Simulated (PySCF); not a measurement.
**MoO₂: relaxation and vibrations of the triplet**

The task is one start of a wider search on MoO₂: the triplet, from a end-on start. It is relaxed, tested by its Hessian and followed downhill if it is a saddle.

The runs use PySCF 2.14.0; wB97X, basis Mo def2-TZVP with ECP28, O def2-TZVP, scalar-relativistic core potentials, no spin–orbit coupling, density fitting.

## (1) The starting structure

3 atoms, charge 0, spin multiplicity 3.

Bond lengths: Mo1–O2 2.070 Å, O2–O3 1.445 Å. Angles: Mo1–O2–O3 119.9°.

Z-matrix (Å, degrees; charge 0 multiplicity 3):
```
Mo
O  1 2.0703
O  2 1.4450 1 119.89
```

## (2) First SCF at the start

The steps below are one call of a driver around PySCF. For each, scf.py gives the equivalent set-up of the SCF; relaxations use the driver's own optimiser. The state is first sought with PBE0. After this first run the driver tries any further starts and a stability analysis.

scf.py reads:

```python
from pyscf import gto, scf, dft
mol = gto.M(atom='''
Mo     0.000000     0.000000     0.000000
O      0.000000     0.000000     2.070300
O      1.252800     0.000000     2.790300''',
    basis={'Mo': 'def2-TZVP', 'O': 'def2-TZVP'},
    ecp={'Mo': 'def2-TZVP'},
    charge=0, spin=2)
mf = dft.UKS(mol, xc='PBE0')
mf.grids.atom_grid = (50, 194)
aux = {'Mo': 'def2-universal-JKFIT', 'O': 'def2-universal-JKFIT'}
mf = mf.density_fit(auxbasis=aux)
mf.conv_tol = 1e-08
mf.diis_space = 10
mf.max_cycle = 60
mf.init_guess = 'minao'
mf.verbose = 4
mf.kernel()
```

Launch:

```bash
$ OMP_NUM_THREADS=2 python axn.py task.json out
```

The program printed:

```text
init E= -211.849998895517
[... the frontier-level lines of each cycle are left out ...]
cycle= 1 E= -218.09868363175  delta_E= -6.25  |g|= 0.532  |ddm|=  2.6
cycle= 2 E= -213.865943575287  delta_E= 4.23  |g|=  2.4  |ddm|= 2.03
cycle= 3 E= -218.127702421602  delta_E= -4.26  |g|= 0.492  |ddm|= 1.91
cycle= 4 E= -218.019222053834  delta_E= 0.108  |g|= 0.738  |ddm|= 0.765
cycle= 5 E= -218.232142355587  delta_E= -0.213  |g|= 0.266  |ddm|= 0.271
cycle= 6 E= -218.26926118993  delta_E= -0.0371  |g|= 0.117  |ddm|= 0.208
cycle= 7 E= -218.276459166353  delta_E= -0.0072  |g|= 0.0889  |ddm|= 0.104
cycle= 8 E= -218.285129460458  delta_E= -0.00867  |g|= 0.0662  |ddm|= 0.148
cycle= 9 E= -218.293725250291  delta_E= -0.0086  |g|= 0.05  |ddm|= 0.178
cycle= 10 E= -218.304496892924  delta_E= -0.0108  |g|= 0.036  |ddm|= 0.285
cycle= 11 E= -218.308575788404  delta_E= -0.00408  |g|= 0.0372  |ddm|= 0.196
cycle= 12 E= -218.309980251306  delta_E= -0.0014  |g|= 0.0223  |ddm|= 0.169
cycle= 13 E= -218.310205059296  delta_E= -0.000225  |g|= 0.00758  |ddm|= 0.094
cycle= 14 E= -218.310299713219  delta_E= -9.47e-05  |g|= 0.0055  |ddm|= 0.0271
cycle= 15 E= -218.310462243502  delta_E= -0.000163  |g|= 0.00316  |ddm|= 0.0337
cycle= 16 E= -218.310509509445  delta_E= -4.73e-05  |g|= 0.00145  |ddm|= 0.0201
cycle= 17 E= -218.310524163779  delta_E= -1.47e-05  |g|= 0.00105  |ddm|= 0.0078
cycle= 18 E= -218.310540827961  delta_E= -1.67e-05  |g|= 0.000945  |ddm|= 0.00933
cycle= 19 E= -218.310556967359  delta_E= -1.61e-05  |g|= 0.000796  |ddm|= 0.0106
cycle= 20 E= -218.310579961725  delta_E= -2.3e-05  |g|= 0.000686  |ddm|= 0.0198
cycle= 21 E= -218.310590803008  delta_E= -1.08e-05  |g|= 0.000532  |ddm|= 0.0123
cycle= 22 E= -218.310601559549  delta_E= -1.08e-05  |g|= 0.000394  |ddm|= 0.0155
cycle= 23 E= -218.310608530956  delta_E= -6.97e-06  |g|= 0.000314  |ddm|= 0.0134
cycle= 24 E= -218.310614418066  delta_E= -5.89e-06  |g|= 0.000218  |ddm|= 0.017
cycle= 25 E= -218.31061665153  delta_E= -2.23e-06  |g|= 9.16e-05  |ddm|= 0.0126
cycle= 26 E= -218.310617087005  delta_E= -4.35e-07  |g|= 4.71e-05  |ddm|= 0.00702
cycle= 27 E= -218.310617106755  delta_E= -1.97e-08  |g|= 2.49e-05  |ddm|= 0.00122
cycle= 28 E= -218.310617109594  delta_E= -2.84e-09  |g|= 1.68e-05  |ddm|= 0.000401
Extra cycle  E= -218.310617109534  delta_E= 5.95e-11  |g|= 3.37e-05  |ddm|= 5.29e-05
converged SCF energy = -218.310617109534  <S^2> = 3.884892  2S+1 = 4.0668868
```

This step, with its further starts and checks, ran for 23 s (2 threads of Arm Neoverse V1, shared host).

The starts that the driver tried:

| start | energy (Eh) |
| --- | --- |
| the minimal-basis guess | -218.310617 |
| a thermally smeared density | -218.267441 |
| a smeared PBE density | -218.302385 |

The test of internal stability and the other starts found no lower solution of this spin.

## (3) End-on start, triplet: relaxation

The program finds Cs symmetry in the start, which this walk keeps.

Changes to scf.py since step 2:

```diff
@@ -3,3 +3,3 @@
-Mo     0.000000     0.000000     0.000000
-O      0.000000     0.000000     2.070300
-O      1.252800     0.000000     2.790300''',
+Mo    -0.154266     0.000000    -0.598520
+O     -0.154266     0.000000     1.471780
+O      1.098534     0.000000     2.191780''',
@@ -9 +9 @@
-mf = dft.UKS(mol, xc='PBE0')
+mf = dft.UKS(mol, xc='WB97X')
@@ -16 +15,0 @@
-mf.init_guess = 'minao'
```

Steps of the walk:

| step | energy (Eh) | change (kJ/mol) | largest symmetric gradient (Eh/bohr) |
| --- | --- | --- | --- |
| 0 | -218.422985 | 0.00 | 0.08043 |
| 1 | -218.444898 | -57.53 | 0.03355 |
| 2 | -218.449198 | -68.82 | 0.01508 |
| 3 | -218.452222 | -76.76 | 0.01975 |
| 4 | -218.459306 | -95.36 | 0.02601 |
| 5 | -218.478263 | -145.13 | 0.01802 |
| 6 | -218.478558 | -145.91 | 0.01402 |
| 7 | -218.478931 | -146.89 | 0.01029 |
| 8 | -218.479139 | -147.43 | 0.00278 |
| 9 | -218.479159 | -147.48 | 0.00027 |
| 10 | -218.479159 | -147.48 | 0.00009 |

The walk took 59 s.

Positions (Å) and forces (eV/Å) along the way:

```
step 0
Mo  -0.154   0.000  -0.599   0.316   0.000   2.282
O   -0.154   0.000   1.472   3.822   0.000   0.611
O    1.099   0.000   2.192  -4.138   0.000  -2.893
step 1
Mo  -0.138   0.000  -0.525   0.268   0.000   1.504
O   -0.078   0.000   1.479  -1.353   0.000  -1.725
O    1.006   0.000   2.112   1.085   0.000   0.221
step 5
Mo   0.168   0.000  -0.124   0.104   0.000  -0.306
O   -0.412   0.000   1.577   0.822   0.000   0.329
O    1.034   0.000   1.612  -0.926   0.000  -0.024
step 10
Mo   0.172   0.000  -0.135  -0.008   0.000   0.002
O   -0.391   0.000   1.590   0.000   0.000  -0.001
O    1.009   0.000   1.610   0.007   0.000  -0.001
```

After 10 steps and 147.5 kJ/mol it ends at Cs: Mo–O 1.814 Å, Mo–O 1.936 Å, O–O 1.400 Å; Mo–O–O 63.5°, Mo–O–O 72.8°, O–Mo–O 43.7°.

## (4) Hessian and properties

The point is checked on the finer grid, and tightened if its gradient asks for it. The Hessian and the dipole derivatives come from central differences of analytic gradients, with steps of 0.02 bohr.

Changes to scf.py since step 3:

```diff
@@ -3,3 +3,3 @@
-Mo    -0.154266     0.000000    -0.598520
-O     -0.154266     0.000000     1.471780
-O      1.098534     0.000000     2.191780''',
+Mo    -0.034208     0.000000    -0.427878
+O     -0.596356     0.000000     1.297175
+O      0.803950     0.000000     1.318420''',
@@ -10 +10 @@
-mf.grids.atom_grid = (50, 194)
+mf.grids.atom_grid = (75, 302)
@@ -13 +13 @@
-mf.conv_tol = 1e-08
+mf.conv_tol = 1e-10
```

This SCF starts from the last density.

Log of the central SCF (cycles and frontier levels):

```text
init E= -218.476588860176
[... the frontier-level lines of each cycle are left out ...]
cycle= 1 E= -218.476588860186  delta_E= -1.02e-11  |g|= 2.7e-06  |ddm|= 4.83e-06
Extra cycle  E= -218.476588860191  delta_E= -5.12e-12  |g|= 4.79e-06  |ddm|= 5.89e-06
converged SCF energy = -218.476588860191  <S^2> = 2.1565575  2S+1 = 3.1026167
```

The whole step took 1.8 min.

Geometry: Cs; Mo–O 1.814 Å, Mo–O 1.937 Å, O–O 1.400 Å; Mo–O–O 63.5°, Mo–O–O 72.8°, O–Mo–O 43.7°.

Modes, for the most abundant isotopes:

| symmetry | ω (cm⁻¹) | IR (km/mol) |
| --- | --- | --- |
| a' | 519 | 45.1 |
| a' | 626 | 4.8 |
| a' | 995 | 225 |

No imaginary mode, so this is a minimum.

Properties at this point:

* Dipole moment: 4.24 D
* Highest occupied level: -7.12 eV
* Lowest empty level: -1.11 eV
* Rotational constants: 1.087, 0.2301, 0.1899 cm⁻¹
* Zero-point energy: 12.8 kJ/mol
* Principal polarisabilities: 69.0, 78.4, 96.6 bohr³
* Atomisation energy without zero-point energy: 692 kJ/mol
* Principal traceless quadrupole moments about the centre of mass: -2.19, -0.08, 2.27 D Å
* Entropy at 298.15 K and 1 bar (electronic part: spin only): 279.8 J/(mol K)
* Heat capacity Cp at 298.15 K: 44.0 J/(mol K)
* Enthalpy at 298.15 K above 0 K: 10.95 kJ/mol
* Rotational symmetry number: 1
* Spin squared ⟨S²⟩: 2.157

Populations by atom (charges in e):

```
atom  Mulliken  Löwdin  polar tensor  spin (Mulliken)  Mayer order to Mo1
 Mo1      0.64    0.34          0.86             2.10                   –
  O2     -0.28   -0.13         -0.40            -0.12                1.29
  O3     -0.35   -0.22         -0.46             0.02                0.95
```

Mulliken populations on Mo1 (outside its core potential): s 2.99, p 6.14, d 4.20, f 0.03.

## (5) Results

```
                                          quantity                                                                              value
                                           minimum                                                                        triplet, Cs
                                          geometry  Mo–O 1.814 Å, Mo–O 1.937 Å, O–O 1.400 Å; Mo–O–O 63.5°, Mo–O–O 72.8°, O–Mo–O 43.7°
                                wavenumbers (cm⁻¹)                                                       519 (a'), 626 (a'), 995 (a')
                                     dipole moment                                                                             4.24 D
highest occupied, lowest empty level (either spin)                                                                    -7.12, -1.11 eV
                        polar-tensor charge of Mo1                                                                            +0.86 e
                                 zero-point energy                                                                        12.8 kJ/mol
                               entropy at 298.15 K                                                                    279.8 J/(mol K)
         atomisation energy (no zero-point energy)                                                                         692 kJ/mol
                                              ⟨S²⟩                                                                              2.157
```

What this shows: The end-on start keeps its Cs symmetry and ends in a minimum. The strongest infrared band lies at 995 cm⁻¹ (a'). Most of the spin sits on Mo1 (Mulliken spin 2.10, against 2 for the whole molecule). Other starts or spin states, not run here, may lie lower. One determinant may miss the lowest occupation of an open d or f shell.

The search up to here took 3.2 min.
